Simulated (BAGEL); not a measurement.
**ROHF/def2-SVP (density fitting with qzvpp-jkfit) run of GeOF3 (SMILES [O][Ge]([F])([F])[F])**

What is the vertical doublet–quartet gap of GeOF3 at ROHF/def2-SVP (density fitting with qzvpp-jkfit)? 

The results are computed with BAGEL 1.2.2.

4 further runs of the same task are left out: 3 that didn't finish, 1 set aside as unsound or not needed.

**1. Starting point**

GeOF3 has 5 atoms, charge 0, and is taken as a doublet. As SMILES, `[O][Ge]([F])([F])[F]`. The coordinates come from a PBE0-D4/def2-TZVP relaxation.

Bond lengths: O1–Ge2 1.770 Å, Ge2–F3 1.697 Å, Ge2–F4 1.697 Å, Ge2–F5 1.697 Å. Angles: O1–Ge2–F3 107.1°, O1–Ge2–F4 112.2°, O1–Ge2–F5 111.5°, F3–Ge2–F4 109.3°, F3–Ge2–F5 109.9°, F4–Ge2–F5 106.8°.

**2. The energy at ROHF/def2-SVP (density fitting with qzvpp-jkfit)**

Contents of job.json:

```json
{ "bagel": [

{
  "title": "molecule",
  "basis": "svp",
  "df_basis": "qzvpp-jkfit",
  "angstrom": "true",
  "geometry": [
    { "atom": "O", "xyz": [      -0.574400,       0.094600,       1.657500 ] },
    { "atom": "Ge", "xyz": [       0.003900,      -0.010400,      -0.012400 ] },
    { "atom": "F", "xyz": [       1.388600,      -0.991000,      -0.000200 ] },
    { "atom": "F", "xyz": [      -1.154500,      -0.688300,      -1.051300 ] },
    { "atom": "F", "xyz": [       0.386300,       1.521400,      -0.635000 ] }
  ]
},

{ "title": "rohf", "nopen": 1 },

{ "title": "print", "file": "orbitals.molden", "orbitals": "true" }

]}
```

Started as:

```bash
$ BAGEL_NUM_THREADS=1 BAGEL job.json > job.out
```

Log:

```text
* using 1 threads per process

  ===============================================================
  ===============================================================

  *** Geometry ***

  { "atom" : "O", "xyz" : [     -1.085459,      0.178768,      3.132221 ] },
  { "atom" : "Ge", "xyz" : [      0.007370,     -0.019653,     -0.023433 ] },
  { "atom" : "F", "xyz" : [      2.624074,     -1.872719,     -0.000378 ] },
  { "atom" : "F", "xyz" : [     -2.181689,     -1.300698,     -1.986669 ] },
  { "atom" : "F", "xyz" : [      0.730001,      2.875029,     -1.199976 ] },

  Number of auxiliary basis functions:      574

  Since a DF basis is specified, we compute 2- and 3-index integrals:
    o Being stored without compression. Storage requirement is 0.036 GB

  Number of basis functions:       88
  Number of electrons      :       67

    * METHOD: MOLECULE                             0.32

  *** Open-shell HF ***

  === Nuclear Repulsion ===
   432.7578372718

      * DIIS with orbital gradients will be used.

  === ROHF iteration (svp) ===
      0      -2447.74996073          0.04490467           0.25
      1      -2447.92570273          0.02980967           0.25
      2      -2447.99486127          0.01939192           0.24
      3      -2448.04527920          0.00075692           0.24
      4      -2448.04537028          0.00024358           0.24
      5      -2448.04538971          0.00005501           0.24
      6      -2448.04539144          0.00001742           0.25
      7      -2448.04539160          0.00000655           0.24
      8      -2448.04539157          0.00000348           0.25
      9      -2448.04539158          0.00000277           0.25
     10      -2448.04539159          0.00000224           0.25
     11      -2448.04539160          0.00000122           0.25
     12      -2448.04539161          0.00000045           0.24
     13      -2448.04539161          0.00000035           0.24
     14      -2448.04539161          0.00000031           0.24
     15      -2448.04539161          0.00000030           0.25
     16      -2448.04539161          0.00000030           0.24
     17      -2448.04539161          0.00000030           0.25
     18      -2448.04539161          0.00000030           0.24
     19      -2448.04539162          0.00000030           0.25
     20      -2448.04539162          0.00000029           0.24
     21      -2448.04539162          0.00000028           0.24
     22      -2448.04539162          0.00000028           0.24
     23      -2448.04539162          0.00000029           0.24
     24      -2448.04539163          0.00000026           0.25
     25      -2448.04539163          0.00000026           0.24
     26      -2448.04539158          0.00000068           0.24
     27      -2448.04539164          0.00000011           0.24
     28      -2448.04539164          0.00000014           0.25
     29      -2448.04539164          0.00000010           0.24
     30      -2448.04539164          0.00000014           0.25
     31      -2448.04539164          0.00000022           0.24
     32      -2448.04539164          0.00000018           0.24
     33      -2448.04539164          0.00000013           0.24
     34      -2448.04539164          0.00000012           0.24
     35      -2448.04539164          0.00000007           0.25
     36      -2448.04539164          0.00000007           0.24
     37      -2448.04539164          0.00000006           0.25
     38      -2448.04539164          0.00000004           0.24
     39      -2448.04539164          0.00000004           0.24
     40      -2448.04539164          0.00000003           0.24
     41      -2448.04539164          0.00000007           0.24
     42      -2448.04539164          0.00000007           0.25
     43      -2448.04539164          0.00000009           0.24
     44      -2448.04539164          0.00000002           0.24
     45      -2448.04539164          0.00000003           0.24
     46      -2448.04539164          0.00000001           0.24
     47      -2448.04539164          0.00000001           0.24
     48      -2448.04539164          0.00000001           0.25
     49      -2448.04539164          0.00000001           0.24
     50      -2448.04539164          0.00000001           0.25
     51      -2448.04539164          0.00000001           0.24
     52      -2448.04539164          0.00000001           0.24
    * SCF iteration converged.

    * S^2 (ROHF) is 0.7500

    * Permanent dipole moment:
           (    0.081610,    -0.029984,    -0.145791) a.u.

    * METHOD: ROHF                                13.21

    * METHOD: PRINT                                0.02

  ===============================================================
```

Run time: 14 s. Hardware: 1 thread of Arm Neoverse V1, shared host; peak memory 0.15 GiB.

**3. The quartet, same level**

Contents of job.json:

```json
{ "bagel" : [

{
  "title" : "molecule",
  "basis" : "svp",
  "df_basis" : "qzvpp-jkfit",
  "angstrom" : true,
  "geometry" : [
    { "atom" : "O", "xyz" : [      -0.574400,       0.094600,       1.657500 ] },
    { "atom" : "Ge", "xyz" : [       0.003900,      -0.010400,      -0.012400 ] },
    { "atom" : "F", "xyz" : [       1.388600,      -0.991000,      -0.000200 ] },
    { "atom" : "F", "xyz" : [      -1.154500,      -0.688300,      -1.051300 ] },
    { "atom" : "F", "xyz" : [       0.386300,       1.521400,      -0.635000 ] }
  ]
},

{ "title" : "rohf", "nopen" : 3 },

{ "title" : "print", "file" : "orbitals.molden", "orbitals" : true }

]}
```

Started as:

```bash
$ BAGEL_NUM_THREADS=1 BAGEL job.json > job.out
```

Log:

```text
* using 1 threads per process

  ===============================================================
  ===============================================================

  *** Geometry ***

  { "atom" : "O", "xyz" : [     -1.085459,      0.178768,      3.132221 ] },
  { "atom" : "Ge", "xyz" : [      0.007370,     -0.019653,     -0.023433 ] },
  { "atom" : "F", "xyz" : [      2.624074,     -1.872719,     -0.000378 ] },
  { "atom" : "F", "xyz" : [     -2.181689,     -1.300698,     -1.986669 ] },
  { "atom" : "F", "xyz" : [      0.730001,      2.875029,     -1.199976 ] },

  Number of auxiliary basis functions:      574

  Since a DF basis is specified, we compute 2- and 3-index integrals:
    o Being stored without compression. Storage requirement is 0.036 GB

  Number of basis functions:       88
  Number of electrons      :       67

    * METHOD: MOLECULE                             0.32

  *** Open-shell HF ***

  === Nuclear Repulsion ===
   432.7578372718

      * DIIS with orbital gradients will be used.

  === ROHF iteration (svp) ===
      0      -2447.39404375          0.04598816           0.25
      1      -2447.59284896          0.03556082           0.24
      2      -2447.70166640          0.02338570           0.24
      3      -2447.78670735          0.00130923           0.24
      4      -2447.78857616          0.00081732           0.24
      5      -2447.78935995          0.00037074           0.24
      6      -2447.78965256          0.00012349           0.24
      7      -2447.78974225          0.00006269           0.25
      8      -2447.78975618          0.00003505           0.25
      9      -2447.78976580          0.00002816           0.24
     10      -2447.78976981          0.00002188           0.25
     11      -2447.78977045          0.00001622           0.25
     12      -2447.78977179          0.00001153           0.25
     13      -2447.78977165          0.00000707           0.25
     14      -2447.78977156          0.00000365           0.25
     15      -2447.78977154          0.00000151           0.25
     16      -2447.78977171          0.00000076           0.25
     17      -2447.78977176          0.00000047           0.25
     18      -2447.78977179          0.00000035           0.25
     19      -2447.78977179          0.00000027           0.25
     20      -2447.78977178          0.00000022           0.25
     21      -2447.78977177          0.00000019           0.25
     22      -2447.78977176          0.00000015           0.24
     23      -2447.78977176          0.00000009           0.24
     24      -2447.78977176          0.00000005           0.24
     25      -2447.78977176          0.00000003           0.24
     26      -2447.78977177          0.00000002           0.24
     27      -2447.78977176          0.00000001           0.25
     28      -2447.78977176          0.00000001           0.25
    * SCF iteration converged.

    * S^2 (ROHF) is 3.7500

    * Permanent dipole moment:
           (    0.496402,    -0.057213,    -1.722521) a.u.

    * METHOD: ROHF                                 7.35

    * METHOD: PRINT                                0.02

  ===============================================================
```

Run time: 8.1 s. Hardware: 1 thread of Arm Neoverse V1, shared host; peak memory 0.15 GiB.

**4. Outcome**

Level: ROHF/def2-SVP (density fitting with qzvpp-jkfit).

```
                                        quantity           value
                           doublet: total energy  -2448.04539 Eh
                          doublet: dipole moment          0.43 D
                                   doublet: ⟨S²⟩           0.750
                           quartet: total energy  -2447.78977 Eh
                          quartet: dipole moment          4.56 D
                                   quartet: ⟨S²⟩           3.750
vertical energy of the quartet above the doublet        6.956 eV
```

In words: At this shape the quartet lies 6.96 eV (671 kJ/mol) above the doublet.
